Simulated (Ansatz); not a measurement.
# C (C, omega (AlB2-type)): the cost of one run

Computed with Ansatz 0.2.0 (DFT LDA (PW92), plane waves (420 eV) with PAW, scalar-relativistic; PBE-made PAW files, unless a step says otherwise).

## Step 1: The system as given

The structure is hexagonal, space group P6/mmm (No. 191). The conventional cell has a = 3.344 Å, b = 3.344 Å, c = 2.050 Å, α = 90.00°, β = 90.00°, γ = 120.00°. Around C (site symmetry 6/mmm) lie 14 C at 2.05 to 2.19 Å. C (site symmetry -6m2) has 11 C at 1.93 to 2.19 Å as nearest neighbours.

Structure file:

```cif
data_structure
_symmetry_space_group_name_H-M 'P 1'
_symmetry_Int_Tables_number 1
_cell_length_a 3.3438
_cell_length_b 3.3438
_cell_length_c 2.0498
_cell_angle_alpha 90.000
_cell_angle_beta 90.000
_cell_angle_gamma 120.000
_cell_volume 19.85
loop_
_atom_site_label
_atom_site_type_symbol
_atom_site_fract_x
_atom_site_fract_y
_atom_site_fract_z
_atom_site_occupancy
C1 C 0.00000 0.00000 0.00000 1
C2 C 0.33333 0.66667 0.50000 1
C3 C 0.66667 0.33333 0.50000 1
```

## Step 2: Geometry optimisation

Input file input.yaml:

```yaml
crystal:
  lattice:
    - [3.3438265309, 0.0, 0.0]
    - [-1.6719132655, 2.8958387216, 0.0]
    - [0.0, 0.0, 2.0497656634]
  atoms:
    - { symbol: C, position: [0.0, 0.0, 0.0] }
    - { symbol: C, position: [0.3333333333, 0.6666666667, 0.5] }
    - { symbol: C, position: [0.6666666667, 0.3333333333, 0.5] }
hamiltonian:
  xc: lda
  pseudopotentials:
    kind: paw
    azcp:
      C: "pseudopotentials/C.paw.azcp"
basis:
  ecutwfc: 420
  fft_grid_basis: typed
kpoints:
  mp_grid: { grid: [11, 11, 15], shift: [0, 0, 0] }
magnetization:
  spin_polarized: false
scf:
  occupations: { method: fermi_dirac, width: 0.1 }
relax:
  max_steps: 60
  f_tol: 0.01
  cell: {}
```

**Question.** How long does this run take on 2 threads of Arm Neoverse V1, shared host, and how much memory does it need?

About 34 s, with a peak of 0.32 GiB.
